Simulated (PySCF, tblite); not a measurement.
# C5H8N2OSi: geometry, infrared bands and NMR shifts

Aim: predict the infrared bands and NMR shifts of C5H8N2OSi (`N#C[C@H]1C[Si@H](C(N)=O)C1`).

Computed with tblite 0.8.0 and PySCF 2.14.0, with density-fitted response routines of our own, on a single molecule in the gas phase. Atoms are numbered from 0 throughout.

## Step 1: Starting geometry

17 atoms, charge 0, multiplicity 1; geometry from: force field or distance geometry start.

Bonds of the start (Å): N0–C1 1.17, C1–C2 1.44, C2–C3 1.59, C3–Si4 1.89, Si4–C5 1.87, C5–N6 1.36, C5–O7 1.23, Si4–C8 1.90, C8–C2 1.58, C2–H9 1.11, C3–H10 1.10, C3–H11 1.08, Si4–H12 1.49, N6–H13 1.01, N6–H14 1.01, C8–H15 1.08, C8–H16 1.09.

## Step 2: Geometry optimisation with GFN2-xTB

The job: settings as JSON, then the geometry in Å.

```
{"job": {"kind": "relax", "xc": "GFN2-xTB", "basis": "xTB"}, "charge": 0, "multiplicity": 1}
N      4.186200    -0.057600     0.137600
C      3.016500    -0.137400     0.170700
C      1.579200    -0.243800     0.223900
C      0.835000     1.152300     0.371300
Si    -0.598600     0.434900    -0.628600
C     -1.905000    -0.491800     0.331800
N     -3.229000    -0.311000     0.070300
O     -1.497500    -1.250700     1.208200
C      0.914600    -0.582500    -1.168000
H      1.265200    -0.957300     1.007500
H      0.585200     1.419900     1.406000
H      1.316400     1.987900    -0.116300
H     -1.123200     1.358700    -1.675500
H     -3.891700    -0.840800     0.624900
H     -3.590100     0.318900    -0.635900
H      1.409200    -0.149900    -2.030500
H      0.720400    -1.637900    -1.341000
```

On the command line:

```bash
$ OMP_NUM_THREADS=1 python probes_run.py task.json out
```

The driver reads the jobs from task.json and runs them one after another.

**Question.** This job is followed by: GFN2-xTB harmonic vibrations, gas phase; GIAO PBE0/pcSseg-1 NMR shielding, non-relativistic, gas phase. What will the session give for the following? strongest single infrared mode (GFN2-xTB); zero-point energy (GFN2-xTB); 13C shifts against TMS (PBE0/pcSseg-1, means over atoms taken as alike); 1H shifts against TMS (PBE0/pcSseg-1, means over atoms taken as alike); 15N shifts against NH3 (PBE0/pcSseg-1); 29Si shifts against TMS (PBE0/pcSseg-1); 17O shifts against H2O (PBE0/pcSseg-1); surface potential, 1st and 99th percentile.

As calculated:

| quantity | value |
| --- | --- |
| strongest single infrared mode (GFN2-xTB) | 1713 cm⁻¹, 341 km/mol |
| zero-point energy (GFN2-xTB) | 77.2 kcal/mol |
| 13C shifts against TMS (PBE0/pcSseg-1, means over atoms taken as alike) | 180.1, 129.6, 20.5, 19.6 ppm |
| 1H shifts against TMS (PBE0/pcSseg-1, means over atoms taken as alike) | 5.41, 5.28, 3.17, 2.31, 1.69 ppm |
| 15N shifts against NH3 (PBE0/pcSseg-1) | 300.5, 135.9 ppm |
| 29Si shifts against TMS (PBE0/pcSseg-1) | -23.1 ppm |
| 17O shifts against H2O (PBE0/pcSseg-1) | 479.1 ppm |
| surface potential, 1st and 99th percentile | -1.83 V and 2.22 V |

What this shows: Over 108 steps the energy fell by 0.381 eV; of the close pairs, Si4–C5 changed most, 1.868 to 1.919 Å. No mode is imaginary among the 45: a minimum at this level. The strongest single mode, at 1713 cm⁻¹, moves mainly C5 and O7. GFN2-xTB is a fitted tight-binding method: band positions and strengths are rough. Its intensities can rank the bands wrongly. At PBE0/pcSseg-1: The largest span, 855 ppm, is at O7, where the paramagnetic term is -544 ppm. By nearest atom (PBE0/pcSseg-1), the HOMO sits on O7 62 %; C5 11 % and the LUMO on C5 24 %; Si4 21 %.
